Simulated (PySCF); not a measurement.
# CH8OSSi2: the cost of one run

Programs: PySCF 2.14.0, with density-fitted response routines of our own. Each step states its level of theory. These are calculated values for one molecule in the gas phase, unless marked as measured. Atoms are numbered from 0 throughout.

## Step 1: The molecule as given

13 atoms, charge 0, multiplicity 1; geometry from: GFN2-xTB. The atoms were then displaced at random by about 0.01 Å, so the start is not that level's minimum.

Bonds of the start (Å): C0–S1 1.78, S1–Si2 2.16, Si2–O3 1.66, Si2–Si4 2.31, C0–H5 1.11, C0–H6 1.09, C0–H7 1.11, Si2–H8 1.49, O3–H9 0.97, Si4–H10 1.45, Si4–H11 1.46, Si4–H12 1.46.

## Step 2: Relaxing the molecule at PBE0-D3(BJ)/def2-SVP

Job settings and geometry (Å):

```
{"job": {"xc": "PBE0", "basis": "def2-SVP", "d3": "d3bj", "grid": 1, "shake": 0.01, "kind": "geom"}, "charge": 0, "multiplicity": 1}
C     -2.136230    -0.157280    -0.684050
S     -1.108860    -1.499120    -0.119140
Si     0.406770    -0.338590     0.883590
O      1.512650    -1.403640     1.505790
Si     1.677850     0.983800    -0.527020
H     -2.494640     0.457970     0.161130
H     -2.999360    -0.578070    -1.191020
H     -1.585480     0.497840    -1.386640
H     -0.322280     0.304740     2.006620
H      1.202150    -2.254400     1.865870
H      2.407800     0.234600    -1.526940
H      0.828340     1.940550    -1.233860
H      2.617110     1.794690     0.235370
```

Started as:

```sh
OMP_NUM_THREADS=1 python probes_run.py task.json out
```

This one command runs all jobs of the session in turn.

**Question.** How long does this first job take on 1 thread of Arm Neoverse V1, shared host, and how much memory does it need?

About 46 s, with a peak of 0.52 GiB.
